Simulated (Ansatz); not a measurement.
# Ti2CS: relaxing cell and atoms, part 1 of 2

Aim: in Ti2CS, a database structure at a slightly changed volume, relax cell and atoms, then read levels, charges and fields where it ends.

All numbers below are computed with Ansatz 0.2.0 (DFT, r2SCAN, no spin polarisation, plane waves, PAW).

## Step 1: The structure

Symmetry: P6_3/mmc, No. 194, hexagonal system. Conventional cell: a = 3.179 Å, b = 3.179 Å, c = 11.092 Å, α = 90.00°, β = 90.00°, γ = 120.00°. Around Ti (site symmetry 3m) lie 3 C at 2.14 Å and 3 S at 2.48 Å. C (site symmetry -3m) has 6 Ti at 2.14 Å as nearest neighbours. Around S (site symmetry -6m2) lie 6 Ti at 2.48 Å.

Coordinates:

```
Ti C S
1.0
     3.17913    0.00000    0.00000
    -1.58956    2.75321    0.00000
     0.00000    0.00000   11.09229
Ti C S
4 2 2
Direct
  0.33333 0.66667 0.09900
  0.66667 0.33333 0.59900
  0.33333 0.66667 0.40100
  0.66667 0.33333 0.90100
  0.00000 0.00000 0.00000
  0.00000 0.00000 0.50000
  0.66667 0.33333 0.25000
  0.33333 0.66667 0.75000
```

It starts from an earlier solution of the starting cell (checkpoint.read).

## Step 2: The relaxation

Input file input.yaml:

```yaml
crystal:
  lattice:
    - [3.17912964, 0.0, 0.0]
    - [-1.58956482, 2.7532055, 0.0]
    - [0.0, 0.0, 11.09229034]
  atoms:
    - { symbol: Ti, position: [0.33333, 0.66667, 0.099] }
    - { symbol: Ti, position: [0.66666, 0.33333, 0.599] }
    - { symbol: Ti, position: [0.33333, 0.66667, 0.401] }
    - { symbol: Ti, position: [0.66667, 0.33334, 0.901] }
    - { symbol: C, position: [0.0, 0.0, 0.0] }
    - { symbol: C, position: [0.0, 0.0, 0.5] }
    - { symbol: S, position: [0.66667, 0.33333, 0.25] }
    - { symbol: S, position: [0.33334, 0.66667, 0.75] }
  symmetry: { tolerance: 0.0003 }
kpoints:
  mp_grid: { grid: [11, 11, 3], shift: [0, 0, 0] }
magnetization:
  spin_polarized: false
scf:
  occupations: { method: fermi_dirac }
  lower_state_search: "off"
hamiltonian:
  pseudopotentials: { kind: paw }
  xc: r2scan
basis:
  ecutwfc: 500
  fft_grid_basis: typed
relax:
  max_steps: 60
  cell: { p_target: 0.0 }
output:
  forces: true
  stress: true
  eigenvalues: true
  bader: true
  populations: true
  elf: true
  write_potential: true
  volumetric_format: npy
  dos:
    e_range: [-12, 8]
    de: 0.05
    projected: { site_lists: { C: [C], S: [S], Ti: [Ti] } }
  write_density: true
checkpoint:
  read: saved_state
```

Launch:

```
> ansatz run input.yaml --threads 2 --pin off --max-ram 2560MiB --backend cpu --events-out ev --progress --plain --runs-dir out
```

What it wrote:

```text
Warning: the atoms were moved onto the symmetric positions of the space group found under crystal.symmetry.tolerance 3.0e-4 (fractional; no operation is sought that the atoms, as they stand in a round, miss by more than twice it, and no atom is moved by as much as it), and the run uses the moved positions. Before a round's move an operation carried an atom to 3.97e-5 Å from where it should land, the largest such distance. Atom 0 (counting from 0) moved farthest, by 1.84e-5 Å; the longest move in fractions of the cell, of whichever atom, is 0.02 of the tolerance, in 1 round. To run the atoms as typed, lower crystal.symmetry.tolerance until the operations that they miss are no longer found, or set crystal.symmetry.detect: false (a key that needs symmetry detection or time reversal refuses this as the deck is read). The positions used, in the order of the run's atom list: position: [0.3333333333333333, 0.6666666666666667, 0.099]; position: [0.6666666666666666, 0.3333333333333333, 0.599]; position: [0.3333333333333333, 0.6666666666666667, 0.401]; position: [0.6666666666666666, 0.3333333333333333, 0.901]; position: [0.0, 0.0, 0.0]; position: [0.0, 0.0, 0.5]; position: [0.6666666666666666, 0.3333333333333333, 0.25]; position: [0.33333333333333337, 0.6666666666666667, 0.75]; The lattice was moved too: crystal.lattice misses the space group found at crystal.symmetry.tolerance 3.0e-4 in a digit that the deck types, which is why this is a warning: making the lattice exact moves one of its numbers by a whole unit of that number's last typed decimal, or more. The operation that it misses by the most changes a squared length by the fraction 9.63e-7. The run uses the lattice that is a stretch of the typed one, with no rotation, onto the one that keeps every operation to a double's rounding (on a very oblique basis the stretch itself rounds by more); the deck's lattice vector that moved farthest moved by 8.83e-7 Å. To run the lattice as typed, set crystal.symmetry.tolerance under 9.62e-7, the least fraction by which an operation that the lattice misses changes a squared length (the same key also sets how far an atom may lie from its image, so lowering it can lose operations that the atoms keep only within it), or set crystal.symmetry.detect: false, as for the atoms. crystal.lattice made exact, in Å and degrees: [[3.179128756559481, 0.0, 0.0], [-1.5895643782797404, 2.753206265082145, 0.0], [0.0, 0.0, 11.09229034]]. Pasted over the deck's crystal.lattice, beside positions in fractional coordinates, it runs the same cell (given as lengths and angles, that cell in the form's own orientation, a rigid turn of the misfit's size from the one run here, for which a checkpoint.post_process_only pass over this run's state can be refused: where this run relaxes nothing, give such a pass this deck's own crystal.lattice, as typed; behind a relaxation, as crystal.lattice, the state's own cell, identity.cell in its checkpoint.json), and a matrix so pasted ends this notice, except on a very skew basis of the lattice, where the rounding of the pasted numbers themselves can read as a misfit: the cell is then moved again, and that move is told again. The lattice as run is in this notice's lattice.as_run_ang field (Run.prep()["deck_notices"] in Python, the deck_notice line of an events file, deck_notices of ansatz run --dry-run=json, or deck_notices in record.json in the deck's checkpoint.write directory).
Warning: RAYON_NUM_THREADS=2 ignored (pool sized by the plan → 2); use --threads N
Engine: ansatz 0.2.0, aarch64-unknown-linux-gnu
Pseudopotentials: kind: paw
Pseudopotential: Ti, paw, valence charge 12, recommended cutoff 500 eV (meta_gga), Ti.paw.azcp
Pseudopotential: C, paw, valence charge 4, recommended cutoff 500 eV (meta_gga), C.paw.azcp
Pseudopotential: S, paw, valence charge 6, recommended cutoff 500 eV (meta_gga), S.paw.azcp
Functional definition: r2SCAN
  parameter k0 = 0.174
  parameter k1 = 0.065
  parameter a1 = 4.9479
  exchange = r2scan_x(k0 = k0, k1 = k1, a1 = a1)
  correlation = r2scan_c
Crystal: 8 atoms, lattice volume = 97.089 Å³
Basis set: ecut = 500 eV, 2483 PW (Γ), exchange–correlation on 96×96×324 points (64 copies of the dense FFT grid, shifted against one another)
Bands: 42, of which v1, the nominal top of the filled ones, is band 34 counted from 1 (33 counted from 0)
Symmetry: 24 space group operations
Space group: P63/mmc (ITA 194), of the structure as read, at distance tolerance 1.4e-3 Å
k-points: 32 of 363
Non-local potential: Ti, projectors of the file, l = 0: 3, l = 1: 2, l = 2: 3, l = 3: 1
Non-local potential: C, projectors of the file, l = 0: 2, l = 1: 2, l = 2: 1
Non-local potential: S, projectors of the file, l = 0: 2, l = 1: 2, l = 2: 2
PAW form: soft (Blöchl's): semilocal exchange-correlation on the pseudo side does not see the compensation charge
PAW frozen core: Ti, regenerated for the run's functional (the file was generated under x = pbe(κ = 0.804, μ = 0.2195149727645171), c = pbe(β = 0.06672455060314922))
PAW frozen core: C, regenerated for the run's functional (the file was generated under x = pbe(κ = 0.804, μ = 0.2195149727645171), c = pbe(β = 0.06672455060314922))
PAW frozen core: S, regenerated for the run's functional (the file was generated under x = pbe(κ = 0.804, μ = 0.2195149727645171), c = pbe(β = 0.06672455060314922))
PAW one-centre angular grid: Ti, 590 points (default); XC on 160 Gauss nodes
PAW one-centre angular grid: C, 302 points (default); XC on 239 of its mesh's 2573 points in the sphere
PAW one-centre angular grid: S, 302 points (default); XC on 160 Gauss nodes
Initial density: read from a saved state, or passed on in memory by an earlier SCF of this step, an earlier step, the calling program or the single point that the run made first
Initial wavefunctions: pseudopotential atomic-orbital guess
Functional: x = r2scan, c = r2scan; τ floored in thin density (d = 2e-4 eV/Å³)
iter 1 solved again at ethr=1.00e-6 eV; its pass at ethr=3.10e-3 eV (dr2=6.80e-4 eV) is discarded
SCF iter   1: F=-12343.918179 eV  HF=-12343.915665 eV  |F-HF|=2.51e-3  |Δ(HF+E_count)|=         —  Δρ=1.24e-3  dr2=6.81e-4  dr2_τ=3.21e-3  ethr=1.00e-6  ⟨swp⟩=2.7  Hψ=8334  notcnv=0
preconditioner: auto → Kerker (q_TF=auto, 2.571 Å⁻¹)  [metal: Δε(μ)=0.095 eV  Ē_g=7.682 eV  σ=0.100 eV  W_gap=0.23  n_scr=38 (ndim 8)  ℏωp=22.6 eV  f_vac=0.000  D(μ)=2.08/eV (n_scr^D=6)]
SCF iter   2: F=-12343.918645 eV  HF=-12343.918443 eV  |F-HF|=2.02e-4  |Δ(HF+E_count)|=   2.78e-3  Δρ=5.96e-4  dr2=1.10e-4  dr2_τ=7.04e-5  ethr=1.00e-6  ⟨swp⟩=2.0  Hψ=2366  notcnv=0
SCF iter   3: F=-12343.918667 eV  HF=-12343.918635 eV  |F-HF|=3.19e-5  |Δ(HF+E_count)|=   1.93e-4  Δρ=2.57e-4  dr2=3.84e-5  dr2_τ=8.47e-6  ethr=1.61e-7  ⟨swp⟩=2.6  Hψ=2048  notcnv=0
SCF iter   4: F=-12343.918672 eV  HF=-12343.918671 eV  |F-HF|=1.27e-6  |Δ(HF+E_count)|=   3.54e-5  Δρ=5.97e-5  dr2=3.25e-6  dr2_τ=4.62e-7  ethr=5.65e-8  ⟨swp⟩=2.0  Hψ=1928  notcnv=0
SCF iter   5: F=-12343.918673 eV  HF=-12343.918673 eV  |F-HF|=4.65e-9  |Δ(HF+E_count)|=   2.64e-6  Δρ=1.31e-5  dr2=2.28e-7  dr2_τ=2.54e-8  ethr=4.78e-9  ⟨swp⟩=2.0  Hψ=1931  notcnv=0
SCF iter   6: F=-12343.918673 eV  HF=-12343.918673 eV  |F-HF|=6.89e-9  |Δ(HF+E_count)|=   8.21e-8  Δρ=3.85e-6  dr2=2.56e-8  dr2_τ=2.14e-9  ethr=1.47e-10  ⟨swp⟩=9.2  Hψ=8207  notcnv=0
SCF 1 converged in 6 iterations: F = -12343.918673 eV  dr2 = 2.56e-8
relax step   1: F+E_penalty+E_count = -12343.91867341 eV  Δ(F+E_penalty+E_count) = +0.000e0 eV  max|allowed force component| = 1.719e-1 eV/Å  Δτ_max = 0.0000 Å  P = +5.593 GPa  Ω = 97.089 Å³  (6 SCF iters, dr2 threshold 1.00e-7 eV, accepted)
Crystal: 8 atoms, lattice volume = 99.432 Å³
Basis set: ecut = 500 eV, 2519 PW (Γ), exchange–correlation on 96×96×324 points (64 copies of the dense FFT grid, shifted against one another)
Initial density: handed on by an earlier stage of this run
Initial wavefunctions: those handed on with the density
iter 1 solved again at ethr=8.19e-5 eV; its pass at ethr=3.10e-3 eV (dr2=5.57e-2 eV) is discarded
SCF iter   1: F=-12343.918361 eV  HF=-12343.931337 eV  |F-HF|=1.30e-2  |Δ(HF+E_count)|=         —  Δρ=4.50e-3  dr2=6.09e-2  dr2_τ=3.30e-2  ethr=8.19e-5  ⟨swp⟩=1.0  Hψ=7210  notcnv=0
preconditioner: auto → Kerker (q_TF=auto, 2.561 Å⁻¹)  [metal: Δε(μ)=0.052 eV  Ē_g=7.560 eV  σ=0.100 eV  W_gap=0.13  n_scr=38 (ndim 8)  ℏωp=22.3 eV  f_vac=0.000  D(μ)=2.18/eV (n_scr^D=6)]
SCF iter   2: F=-12343.949342 eV  HF=-12343.964545 eV  |F-HF|=1.52e-2  |Δ(HF+E_count)|=   3.32e-2  Δρ=2.04e-3  dr2=1.76e-2  dr2_τ=3.19e-4  ethr=8.19e-5  ⟨swp⟩=2.0  Hψ=1940  notcnv=0
SCF iter   3: F=-12343.959925 eV  HF=-12343.961423 eV  |F-HF|=1.50e-3  |Δ(HF+E_count)|=   3.12e-3  Δρ=8.00e-4  dr2=2.15e-3  dr2_τ=6.86e-5  ethr=2.58e-5  ⟨swp⟩=2.0  Hψ=1869  notcnv=0
SCF iter   4: F=-12343.960666 eV  HF=-12343.961048 eV  |F-HF|=3.81e-4  |Δ(HF+E_count)|=   3.75e-4  Δρ=3.90e-4  dr2=6.06e-4  dr2_τ=1.08e-5  ethr=3.16e-6  ⟨swp⟩=2.2  Hψ=1781  notcnv=0
SCF iter   5: F=-12343.960954 eV  HF=-12343.960962 eV  |F-HF|=7.97e-6  |Δ(HF+E_count)|=   8.56e-5  Δρ=1.57e-4  dr2=2.59e-5  dr2_τ=2.11e-6  ethr=8.91e-7  ⟨swp⟩=2.0  Hψ=1844  notcnv=0
SCF iter   6: F=-12343.960960 eV  HF=-12343.960965 eV  |F-HF|=4.58e-6  |Δ(HF+E_count)|=   2.82e-6  Δρ=7.36e-5  dr2=7.86e-6  dr2_τ=9.43e-7  ethr=3.81e-8  ⟨swp⟩=2.0  Hψ=1966  notcnv=0
SCF iter   7: F=-12343.960964 eV  HF=-12343.960964 eV  |F-HF|=2.60e-8  |Δ(HF+E_count)|=   7.73e-7  Δρ=1.93e-5  dr2=4.39e-7  dr2_τ=1.70e-8  ethr=1.18e-9  ⟨swp⟩=9.1  Hψ=9512  notcnv=0
SCF 2 converged in 7 iterations: F = -12343.960964 eV  dr2 = 4.39e-7
relax step   2: F+E_penalty+E_count = -12343.96096402 eV  Δ(F+E_penalty+E_count) = -4.229e-2 eV  max|allowed force component| = 1.042e-1 eV/Å  Δτ_max = 0.0044 Å  P = +0.367 GPa  Ω = 99.432 Å³  energy of the carried Pulay correction = -1.004e-3 eV  (7 SCF iters, dr2 threshold 8.00e-7 eV, accepted)
Crystal: 8 atoms, lattice volume = 99.870 Å³
Basis set: ecut = 500 eV, 2531 PW (Γ), exchange–correlation on 96×96×324 points (64 copies of the dense FFT grid, shifted against one another)
iter 1 solved again at ethr=9.64e-7 eV; its pass at ethr=3.10e-3 eV (dr2=6.56e-4 eV) is discarded
SCF iter   1: F=-12343.962041 eV  HF=-12343.957383 eV  |F-HF|=4.66e-3  |Δ(HF+E_count)|=         —  Δρ=7.78e-4  dr2=6.80e-4  dr2_τ=8.02e-3  ethr=9.64e-7  ⟨swp⟩=2.4  Hψ=8184  notcnv=0
preconditioner: auto → Kerker (q_TF=auto, 2.559 Å⁻¹)  [metal: Δε(μ)=0.094 eV  Ē_g=7.540 eV  σ=0.100 eV  W_gap=0.23  n_scr=38 (ndim 8)  ℏωp=22.3 eV  f_vac=0.000  D(μ)=2.19/eV (n_scr^D=6)]
SCF iter   2: F=-12343.962425 eV  HF=-12343.962548 eV  |F-HF|=1.23e-4  |Δ(HF+E_count)|=   5.17e-3  Δρ=3.92e-4  dr2=2.25e-4  dr2_τ=5.69e-6  ethr=9.64e-7  ⟨swp⟩=2.0  Hψ=2462  notcnv=0
SCF iter   3: F=-12343.962507 eV  HF=-12343.962525 eV  |F-HF|=1.83e-5  |Δ(HF+E_count)|=   2.32e-5  Δρ=1.47e-4  dr2=3.67e-5  dr2_τ=1.95e-6  ethr=3.30e-7  ⟨swp⟩=2.1  Hψ=1764  notcnv=0
SCF iter   4: F=-12343.962517 eV  HF=-12343.962518 eV  |F-HF|=1.36e-6  |Δ(HF+E_count)|=   6.78e-6  Δρ=6.71e-5  dr2=5.75e-6  dr2_τ=2.16e-7  ethr=5.40e-8  ⟨swp⟩=2.0  Hψ=1737  notcnv=0
SCF iter   5: F=-12343.962518 eV  HF=-12343.962518 eV  |F-HF|=2.56e-7  |Δ(HF+E_count)|=   2.88e-8  Δρ=2.74e-5  dr2=7.80e-7  dr2_τ=6.35e-8  ethr=1.18e-9  ⟨swp⟩=8.5  Hψ=9341  notcnv=0
the search or the solves at the SCF's close seem to have found levels that the self-consistency loop had missed (the run counts 1). By its estimate they hold 7.34e-12 electrons. The energies and the density leave them out; if the run goes on with those levels, later outputs use occupations computed again with them
SCF 3 converged in 5 iterations: F = -12343.962518 eV  dr2 = 7.80e-7
relax step   3: F+E_penalty+E_count = -12343.96251798 eV  Δ(F+E_penalty+E_count) = -1.554e-3 eV  max|allowed force component| = 9.784e-3 eV/Å  Δτ_max = 0.0047 Å  P = -0.241 GPa  Ω = 99.870 Å³  energy of the carried Pulay correction = -1.189e-3 eV  (5 SCF iters, dr2 threshold 8.00e-7 eV, accepted)
Crystal: 8 atoms, lattice volume = 99.743 Å³
iter 1 solved again at ethr=1.44e-6 eV; its pass at ethr=3.10e-3 eV (dr2=9.82e-4 eV) is discarded
```

(Continued in part 2 of 2.)
